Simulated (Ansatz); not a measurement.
# ZrPbO3: the cost of one run

Computed with Ansatz 0.2.0 (DFT PBEsol, scalar-relativistic, plane waves, PAW, unless a step's input says otherwise).

3 further runs of the same task are left out: 2 that didn't finish, 1 set aside as unsound or not needed.

### 1 The structure to begin with

It takes space group Pm-3m (No. 221, cubic). Conventional cell: a = 4.209 Å, b = 4.209 Å, c = 4.209 Å, α = 90.00°, β = 90.00°, γ = 90.00°. Zr (site symmetry m-3m) has 6 O at 2.10 Å as nearest neighbours. Around Pb (site symmetry m-3m) lie 12 O at 2.98 Å. O (site symmetry 4/mmm) has 2 Zr at 2.10 Å and 4 Pb at 2.98 Å as nearest neighbours.

Coordinates:

```
CELL_PARAMETERS angstrom
4.20893 0.00000 0.00000
0.00000 4.20893 0.00000
0.00000 0.00000 4.20893
ATOMIC_POSITIONS crystal
Zr 0.00000 0.00000 0.00000
Pb 0.50000 0.50000 0.50000
O 0.50000 0.00000 0.00000
O 0.00000 0.00000 0.50000
O 0.00000 0.50000 0.00000
```

Source of the structure: the Materials Project (structure only).

### 2 Quick check of gap, pressure and forces

Input file input.yaml:

```yaml
crystal:
  lattice:
    - [4.208933, 0.0, 0.0]
    - [0.0, 4.208933, 0.0]
    - [0.0, 0.0, 4.208933]
  atoms:
    - { symbol: Zr, position: [0.0, 0.0, 0.0] }
    - { symbol: Pb, position: [0.5, 0.5, 0.5] }
    - { symbol: O, position: [0.5, 0.0, 0.0] }
    - { symbol: O, position: [0.0, 0.0, 0.5] }
    - { symbol: O, position: [0.0, 0.5, 0.0] }
basis:
  ecutwfc: 420
kpoints:
  mp_grid: { grid: [4, 4, 4] }
hamiltonian:
  xc: pbesol
scf:
  occupations: { method: gaussian, width: 0.1 }
output:
  forces: true
  stress: true
  eigenvalues: true
```

Launch:

```console
> ansatz run input.yaml --threads 1 --pin off --max-ram 1228MiB --backend cpu --events-out ev --progress --plain --runs-dir out
```

Q: Estimate wall time and peak memory on 1 thread of an Arm CPU, shared host.

About 1.6 s, with a peak of 0.39 GiB.
